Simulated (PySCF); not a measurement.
# C7H8FO: the cost of one run

Computed with PySCF 2.14.0 and routines of our own; the level stands in each step. Atoms count from 0.

### Step 1. The system as given

17 atoms, charge 1, multiplicity 1; geometry from: GFN2-xTB.

### Step 2. Magnetic properties: GIAO BHandHLYP/pcSseg-1

Job settings and geometry (Å):

```
{"job": {"kind": "mag", "xc": "BHandHLYP", "basis": "pcSseg-1", "isotopologues": 0}, "charge": 1, "multiplicity": 1}
C      3.635542    -0.646780    -0.363389
C      2.649215     0.143640    -0.810597
C      1.353886     0.099098    -0.252221
C      0.441486    -0.425573     0.634016
F      0.167115    -1.262472     1.574344
C      0.014428     0.599535    -0.205085
O     -0.818544     1.411425    -0.666900
C     -2.193933     1.499752    -0.184155
C     -2.680121     0.290157     0.580928
H      4.622247    -0.600317    -0.793436
H      3.486381    -1.350197     0.440986
H      2.804383     0.850957    -1.613500
H     -2.774415     1.664310    -1.095053
H     -2.235164     2.406644     0.426242
H     -3.735078     0.431165     0.799468
H     -2.162328     0.168112     1.529258
H     -2.582098    -0.617963    -0.010815
```

With the program's defaults for keys left out, this is: GIAO BHandHLYP/pcSseg-1 magnetisability, rotational g tensor and spin-rotation constants, non-relativistic, gas phase.

Started as:

```console
> OMP_NUM_THREADS=1 python excited_run.py task.json out
```

This one command runs all jobs of the session in turn.

Q: Estimate the wall time and peak memory of this first job on 1 thread of Arm Neoverse V1, shared host.

About 45 s, with a peak of 0.93 GiB.
